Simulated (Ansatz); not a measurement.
# CH4F2GeO: one species, many methods

An exercise on one series of results from a longer session: the logs are not shown, and one member is left open.

Computed with Ansatz 0.2.0, Gaussian basis. Level: functionals in def2-TZVPP, the program's frozen cores in correlated methods.

The runs, in order: LDA (SPW92), PBE-D4, revPBE-D4, BLYP-D4, r2SCAN-D4, B97M-V, PBE0-D4, B3LYP-D4, r2SCANh-D4, r2SCAN0-D4, HSE06-D4, BHLYP-D4, CAM-B3LYP-D4, LC-ωPBE, ωB97X-V, ωB97M-V, B2PLYP, PBE-QIDH; CCSD(T)/def2-SVP; CCSD(T)/def2-TZVPP; MP2/def2-QZVPP; extrapolation to the limit; RPA on PBE.

## The relaxed structure

All runs share one geometry, relaxed beforehand with PBE0-D4 in a triple-zeta def2 set.

9 atoms, charge 0, spin multiplicity 1.

Atoms are counted from 1 here; the program's logs count them from 0.

Bond lengths: C1–O2 1.421 Å, C1–H6 1.091 Å, C1–H7 1.094 Å, C1–H8 1.094 Å, O2–Ge3 1.737 Å, Ge3–F4 1.722 Å, Ge3–F5 1.722 Å, Ge3–H9 1.517 Å. Angles: O2–C1–H6 107.2°, O2–C1–H7 111.4°, O2–C1–H8 111.4°, H6–C1–H7 108.8°, H6–C1–H8 108.8°, H7–C1–H8 109.1°, C1–O2–Ge3 120.9°, O2–Ge3–F4 109.2°, O2–Ge3–F5 109.2°, O2–Ge3–H9 111.7°, F4–Ge3–F5 103.4°, F4–Ge3–H9 111.5°, F5–Ge3–H9 111.5°.

Set-up of the first run:

The input, in.yaml:

```yaml
crystal:
  periodic: [false, false, false]
  atoms:
    - {symbol: C, position_ang: [0.048150, -1.394725, -0.171455]}
    - {symbol: O, position_ang: [-0.126431, -0.372558, 0.799590]}
    - {symbol: Ge, position_ang: [-0.059639, 1.304841, 0.352431]}
    - {symbol: F, position_ang: [-1.222767, 1.610057, -0.880263]}
    - {symbol: F, position_ang: [1.442455, 1.624550, -0.426775]}
    - {symbol: H, position_ang: [-0.036644, -2.349901, 0.347878]}
    - {symbol: H, position_ang: [1.033854, -1.335429, -0.641792]}
    - {symbol: H, position_ang: [-0.721919, -1.345427, -0.946678]}
    - {symbol: H, position_ang: [-0.268658, 2.212391, 1.549965]}
basis:
  gaussian: {orbitals: def2-TZVPP}
hamiltonian: {xc: lda}
output: {orbitals: {seedname: orbitals}}
```

On the command line:

```
$ ansatz run in.yaml --threads 4 --pin off --events-out ev --progress --plain --max-ram 10444MiB
```

Steps of the session up to this table: LDA; PBE-D4 (GGA); revPBE-D4 (GGA); BLYP-D4 (GGA); r2SCAN-D4 (meta-GGA); B97M-V (meta-GGA); B3LYP-D4 (hybrid); r2SCANh-D4 (hybrid); r2SCAN0-D4 (hybrid); HSE06-D4 (hybrid); BHLYP-D4 (hybrid); CAM-B3LYP-D4 (range-separated); LC-ωPBE (range-separated); ωB97X-V (range-separated); ωB97M-V (range-separated); B2PLYP (double hybrid); PBE-QIDH (double hybrid).

One of the session's tables, all rows but one given; the rest of the session is left out.

It belongs to the step «Frontier levels by functional». 

```
  functional  HOMO (eV)  gap (eV)
 LDA (SPW92)      -7.34      6.02
      PBE-D4          ?         ?
   revPBE-D4      -7.13      6.25
     BLYP-D4      -7.11      6.09
   r2SCAN-D4      -7.55      6.95
      B97M-V      -7.68      6.91
     PBE0-D4      -8.84      8.93
    B3LYP-D4      -8.59      8.28
  r2SCANh-D4      -8.17      7.96
  r2SCAN0-D4      -9.10      9.45
    HSE06-D4      -8.43      8.14
    BHLYP-D4     -10.45     11.55
CAM-B3LYP-D4     -10.34     11.41
     LC-ωPBE     -11.69     14.18
     ωB97X-V     -11.35     13.68
     ωB97M-V     -11.27     13.35
```

Estimate the missing values for PBE-D4.

The run gave: HOMO (eV): -7.19; gap (eV): 6.17. In the column «HOMO (eV)» it lies between LDA (SPW92) (-7.34) and revPBE-D4 (-7.13).
